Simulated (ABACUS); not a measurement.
# WAu (F-43m) in ABACUS: reference runs

Reference runs on WAu: the cell as given and a disturbed copy.

All numbers are computed with ABACUS 3.10.1; they aren't measurements. Logs are shortened: lines on timing, memory, paths and dates and some standing lists are left out, and cuts for length are marked.

## (1) Starting point

It takes space group F-43m (No. 216, cubic). Conventional cell: a = 5.496 Å, b = 5.496 Å, c = 5.496 Å, α = 90.00°, β = 90.00°, γ = 90.00°. W (site symmetry -43m) is surrounded by 4 Au at 2.38 Å. Around Au (site symmetry -43m) lie 4 W at 2.38 Å.

The cell was built by a generator and needn't be a form met in nature.

## (2) Single point, PBE

Input file INPUT:

```
INPUT_PARAMETERS
suffix              WAu
calculation         scf
basis_type          pw
pseudo_dir          ./
symmetry            1
dft_functional      pbe
ecutwfc             76
pseudo_rcut         7
nspin               1
nbands              21
ks_solver           dav
smearing_method     fd
smearing_sigma      0.00367493
scf_thr             1e-08
scf_nmax            100
mixing_type         broyden
mixing_beta         0.7
cal_force           1
cal_stress          1
kpar                4
```

Input file STRU:

```
ATOMIC_SPECIES
W 183.8400 W.upf
Au 196.9666 Au.upf

LATTICE_CONSTANT
1.8897261246

LATTICE_VECTORS
0.0000000000 2.7479792600 2.7479792600
2.7479792600 0.0000000000 2.7479792600
2.7479792600 2.7479792600 0.0000000000

ATOMIC_POSITIONS
Direct

W
0.0
1
0.0000000000 0.0000000000 0.0000000000 1 1 1

Au
0.0
1
0.7500000000 0.7500000000 0.7500000000 1 1 1
```

Input file KPT:

```
K_POINTS
0
Gamma
8 8 8 0 0 0
```

Potentials or basis: PseudoDojo NC SR 0.4.1 PBE standard, plane waves.

The run is started by

```bash
OMP_NUM_THREADS=1 mpirun -np 4 abacus > log
```

running log:

```text
ABACUS v3.10.1

               Atomic-orbital Based Ab-initio Computation at UStc

 ------------------------------------------------------------------------------------

 READING GENERAL INFORMATION
                           global_out_dir = OUT.WAu/
                           global_in_card = INPUT
                               pseudo_dir = ./
                              orbital_dir =
                                    DSIZE = 4
                                    GSIZE = 1

 READING UNITCELL INFORMATION
                                    ntype = 2
                  lattice constant (Bohr) = 1.88973
              lattice constant (Angstrom) = 1

 READING ATOM TYPE 1
                               atom label = W
                      L=0, number of zeta = 1
                      L=1, number of zeta = 1
                      L=2, number of zeta = 1
             number of atom for this type = 1

 READING ATOM TYPE 2
                               atom label = Au
                      L=0, number of zeta = 1
                      L=1, number of zeta = 1
                      L=2, number of zeta = 1
             number of atom for this type = 1

                        TOTAL ATOM NUMBER = 2
DIRECT COORDINATES
    atom                   x                   y                   z     mag                  vx                  vy                  vz
taud_W1            0.0000000000        0.0000000000        0.0000000000  0.0000        0.0000000000        0.0000000000        0.0000000000
taud_Au1            0.7500000000        0.7500000000        0.7500000000  0.0000        0.0000000000        0.0000000000        0.0000000000

                          Volume (Bohr^3) = 280.07
                             Volume (A^3) = 41.5021

 Lattice vectors: (Cartesian coordinate: in unit of a_0)
                   +0            +2.74798            +2.74798
             +2.74798                  +0            +2.74798
             +2.74798            +2.74798                  +0
 Reciprocal vectors: (Cartesian coordinate: in unit of 2 pi/a_0)
            -0.181952           +0.181952           +0.181952
            +0.181952           -0.181952           +0.181952
            +0.181952           +0.181952           -0.181952
 The esolver type has been set to : ksdft_pw

                PAO radial cut off (Bohr) = 7

 Read in pseudopotential file is W.upf
                     pseudopotential type = NC
          exchange-correlation functional = PBE
                 nonlocal core correction = 1
                        valence electrons = 14
                                     lmax = 3
                           number of zeta = 4
                     number of projectors = 8
                           L of projector = 0
                           L of projector = 0
                           L of projector = 1
                           L of projector = 1
                           L of projector = 2
                           L of projector = 2
                           L of projector = 3
                           L of projector = 3
                PAO radial cut off (Bohr) = 7

 Read in pseudopotential file is Au.upf
                     pseudopotential type = NC
          exchange-correlation functional = PBE
                 nonlocal core correction = 1
                        valence electrons = 19
                                     lmax = 3
                           number of zeta = 4
                     number of projectors = 7
                           L of projector = 0
                           L of projector = 0
                           L of projector = 1
                           L of projector = 1
                           L of projector = 2
                           L of projector = 2
                           L of projector = 3
     initial pseudo atomic orbital number = 20

 SETUP THE ELECTRONS NUMBER
             electron number of element W = 14
       total electron number of element W = 14
            electron number of element Au = 19
      total electron number of element Au = 19
            AUTOSET number of electrons:  = 33
                           occupied bands = 17
                                   NBANDS = 21
                                   NLOCAL = 18

%%%%%%%%%%%%%%%%%%%%%%%%%%%%%%%%%%%%%%%%%%%%%%%%%%%%%%%%%%%%%%%%%%%%%%%%%%%%%%%%%%%%%%%%%%%%%%%%%%%%%%%%%%
 Warning: the number of valence electrons in pseudopotential > 6 for W: [Xe] 4f14 5d4 6s2
 Warning: the number of valence electrons in pseudopotential > 11 for Au: [Xe] 4f14 5d10 6s1
 Pseudopotentials with additional electrons can yield (more) accurate outcomes, but may be less efficient.
 If you're confident that your chosen pseudopotential is appropriate, you can safely ignore this warning.
%%%%%%%%%%%%%%%%%%%%%%%%%%%%%%%%%%%%%%%%%%%%%%%%%%%%%%%%%%%%%%%%%%%%%%%%%%%%%%%%%%%%%%%%%%%%%%%%%%%%%%%%%%

 SETUP THE PLANE WAVE BASIS
 energy cutoff for charge/potential (unit:Ry) = 304
            fft grid for charge/potential = [ 45, 45, 45 ]
                        fft grid division = [ 1, 1, 1 ]
        big fft grid for charge/potential = [ 45, 45, 45 ]
                                     nbxx = 91125
[... 70 lines left out ...]
                                   nkstot = 512
                       right hand lattice = 1
(for reciprocal lattice: )
                             BRAVAIS TYPE = 2
                     BRAVAIS LATTICE NAME = 02. Cubic I (body-centered)
                                    ibrav = 2
                       right hand lattice = 1
(for k-lattice: )
                             BRAVAIS TYPE = 2
                     BRAVAIS LATTICE NAME = 02. Cubic I (body-centered)
                                    ibrav = 2
                       right hand lattice = 1
                        ROTATION MATRICES = 48
                               nkstot_ibz = 29
K-POINTS REDUCTION ACCORDING TO SYMMETRY
     IBZ    DIRECT_X    DIRECT_Y    DIRECT_Z  WEIGHT  ibz2bz
       1  0.00000000  0.00000000  0.00000000  0.0020       0
       2  0.12500000  0.12500000  0.12500000  0.0156       1
       3  0.25000000  0.25000000  0.25000000  0.0156       2
       4  0.37500000  0.37500000  0.37500000  0.0156       3
       5  0.50000000  0.50000000  0.50000000  0.0078       4
       6  0.12500000  0.12500000  0.00000000  0.0117       9
[... 21 lines left out ...]
      28 -0.12500000  0.50000000  0.37500000  0.0234     101
      29  0.50000000  0.25000000 -0.25000000  0.0117     166

                               nkstot now = 29
[... K-POINTS DIRECT COORDINATES: 29 rows ...]

           k-point number in this process = 8
       minimum distributed K point number = 7
[... stars of the k points ...]

[... K-POINTS CARTESIAN COORDINATES: 8 rows ...]

[... K-POINTS DIRECT COORDINATES: 8 rows ...]

 SETUP PLANE WAVES FOR WAVE FUNCTIONS
     energy cutoff for wavefunc (unit:Ry) = 76
              fft grid for wave functions = [ 45, 45, 45 ]
                    number of plane waves = 3719
                         number of sticks = 313

 PARALLEL PW FOR WAVE FUNCTIONS
     PROC   COLUMNS(POT)             PW
        1            313           3719
 --------------- sum -------------------
        1            313           3719

 SETUP NONLOCAL PSEUDOPOTENTIALS IN PLANE WAVE BASIS
 W non-local projectors:
 projector 1 L=0
 projector 2 L=0
 projector 3 L=1
 projector 4 L=1
 projector 5 L=2
 projector 6 L=2
 projector 7 L=3
 projector 8 L=3
 Au non-local projectors:
 projector 1 L=0
 projector 2 L=0
 projector 3 L=1
 projector 4 L=1
 projector 5 L=2
 projector 6 L=2
 projector 7 L=3
      TOTAL NUMBER OF NONLOCAL PROJECTORS = 57

 Init Non-Local PseudoPotential table :
 Init Non-Local-Pseudopotential done.

                                     npwx = 3142

 Make real space PAO into reciprocal space.
       max mesh points in Pseudopotential = 701
     dq(describe PAO in reciprocal space) = 0.01
                                    max q = 1050

 number of pseudo atomic orbitals for W is 4
WARNING: norm of atomic wavefunction # 3 of atomic type W is 0.999307, renormalized
WARNING: norm of atomic wavefunction # 4 of atomic type W is 0.996227, renormalized

 number of pseudo atomic orbitals for Au is 4
WARNING: norm of atomic wavefunction # 3 of atomic type Au is 0.999933, renormalized
WARNING: norm of atomic wavefunction # 4 of atomic type Au is 0.997789, renormalized

 -------------------------------------------
 SELF-CONSISTENT
 -------------------------------------------
                                 init_chg = atomic

 PW ALGORITHM --------------- ION=   1  ELEC=   1--------------------------------

 Density error is 0.583340568714
                          Error Threshold = 0.01
----------------------------------------------------------
     Energy           Rydberg                 eV
----------------------------------------------------------
 E_KohnSham     -447.4649235204      -6088.0726150116
 E_Harris       -456.1448429455      -6206.1689773738
 E_Fermi        1.2196987432         16.5948527506
----------------------------------------------------------
[... 87 lines left out ...]
 Density error is 1.75578387108e-10
                          Error Threshold = 7.86736358919e-11
----------------------------------------------------------
     Energy           Rydberg                 eV
----------------------------------------------------------
 E_KohnSham     -447.7738023007      -6092.2751264154
 E_KS(sigma->0) -447.7732053202      -6092.2670040780
 E_Harris       -447.7739176119      -6092.2766953046
 E_band         -35.8963487065       -488.3948798037
 E_one_elec     -175.4472561556      -2387.0823821812
 E_Hartree      99.8507803620        1358.5395626691
 E_xc           -85.2091268415       -1159.3296466493
 E_Ewald        -286.9670057045      -3904.3864155792
 E_entropy(-TS) -0.0011939611        -0.0162446748
 E_descf        0.0000000000         0.0000000000
 E_exx          0.0000000000         0.0000000000
 E_Fermi        1.2069705246         16.4216764520
----------------------------------------------------------

 charge density convergence is achieved
 final etot is -6092.2751264 eV
 EFERMI = 16.421676452 eV

 STATE ENERGY(eV) AND OCCUPATIONS    NSPIN == 1
 1/8 kpoint (Cartesian) = 0.0000 0.0000 0.0000 (3119 pws)
       1       -91.2930     0.00390625
       2       -57.6348     0.00390625
       3       -42.6344     0.00390625
       4       -42.6344     0.00390625
       5       -42.6344     0.00390625
       6       -21.9322     0.00390625
[... 128 lines left out ...]
      20        26.0524    5.22658e-86
      21        26.8701        0.00000

[... levels at 2 further k points ...]

------------------------------------------------------------------------------------------
 TOTAL-FORCE (eV/Angstrom)
------------------------------------------------------------------------------------------
                        W1         0.0000000000         0.0000000000         0.0000000000
                       Au1         0.0000000000         0.0000000000         0.0000000000
------------------------------------------------------------------------------------------

----------------------------------------------------------------
 TOTAL-STRESS (KBAR)
----------------------------------------------------------------
       326.5389058574        -0.0000000000         0.0000000000
        -0.0000000000       326.5389058574         0.0000000000
        -0.0000000000         0.0000000000       326.5389058574
----------------------------------------------------------------
 TOTAL-PRESSURE: 326.538906 KBAR

 --------------------------------------------
 !FINAL_ETOT_IS -6092.2751264153857846 eV
 --------------------------------------------
```

Run time: 16 s. Hardware: 4 MPI ranks of Intel Xeon Platinum 8259CL at 2.50GHz (Skylake/Cascade Lake), shared host; peak memory 0.4 GiB.

What came out:

```yaml
Free_energy: -6092.2751 eV
Pressure: 32.7 GPa
Band_gap_on_the_k_mesh: none (metal or under the smearing width)
```

Caveat: a pressure of tens of GPa on the cell as given is suspect, and the run, the potentials or the cell itself is likely at fault.

## (3) Single point, PBE (atoms moved at random, drawn with an rms of 0.05 Å)

INPUT is that of step 2.

STRU: that of step 2 with these lines changed.

```diff
@@ -18,3 +18,3 @@
 1
-0.0000000000 0.0000000000 0.0000000000 1 1 1
+0.0038740000 -0.0029770000 -0.0070910000 1 1 1
 
@@ -23,2 +23,2 @@
 1
-0.7500000000 0.7500000000 0.7500000000 1 1 1
+0.7383630000 0.7513000000 0.7580640000 1 1 1
```

KPT is that of step 2.

Potentials or basis: PseudoDojo NC SR 0.4.1 PBE standard, plane waves.

The run is started by

```bash
OMP_NUM_THREADS=1 mpirun -np 4 abacus > log
```

Wall time 2 min (4 MPI ranks of Intel Xeon Platinum 8259CL at 2.50GHz (Skylake/Cascade Lake), shared host); peak memory 0.68 GiB.

The run converged. Its results:

```
Free energy            : -6092.2342 eV
Pressure               : 33.0 GPa
Largest force          : 1.334 eV/Å
Band gap on the k mesh : none (metal or under the smearing width)
```

Forces on the atoms (eV/Å):
```
W    1.149 -0.115 -0.669
Au  -1.149  0.115  0.669
```

Stress tensor (GPa, compression positive):
```
32.82 -3.74 -0.45
-3.74 33.21  6.45
-0.45  6.45 33.08
```

Levels at points of the mesh, in eV from the Fermi level:
| k point | band 13 | band 14 | band 15 | band 16 | band 17 | band 18 | band 19 |
| --- | --- | --- | --- | --- | --- | --- | --- |
| (0.00, 0.00, 0.00) | -6.34 | -6.33 | -0.93 | -0.87 | -0.79 | 2.10 | 2.12 |
| (0.50, 0.00, 0.00) | -6.40 | -5.63 | -2.23 | -0.29 | -0.14 | 1.96 | 1.99 |
| (0.00, 0.50, 0.00) | -6.37 | -5.55 | -2.22 | -0.35 | -0.11 | 1.73 | 1.81 |
| (0.50, 0.50, 0.00) | -5.70 | -4.22 | -3.20 | 0.39 | 1.44 | 1.97 | 2.02 |
| (0.00, 0.00, 0.50) | -6.33 | -5.50 | -2.21 | -0.31 | -0.17 | 1.64 | 1.70 |
| (0.50, 0.00, 0.50) | -5.69 | -4.22 | -3.21 | 0.39 | 1.44 | 2.00 | 2.02 |
| (0.00, 0.50, 0.50) | -5.72 | -4.24 | -3.20 | 0.39 | 1.45 | 1.93 | 2.01 |
| (0.50, 0.50, 0.50) | -6.39 | -5.59 | -2.23 | -0.34 | -0.11 | 1.83 | 1.89 |

The run has no spin-orbit coupling, so splittings on Au, W are missing.
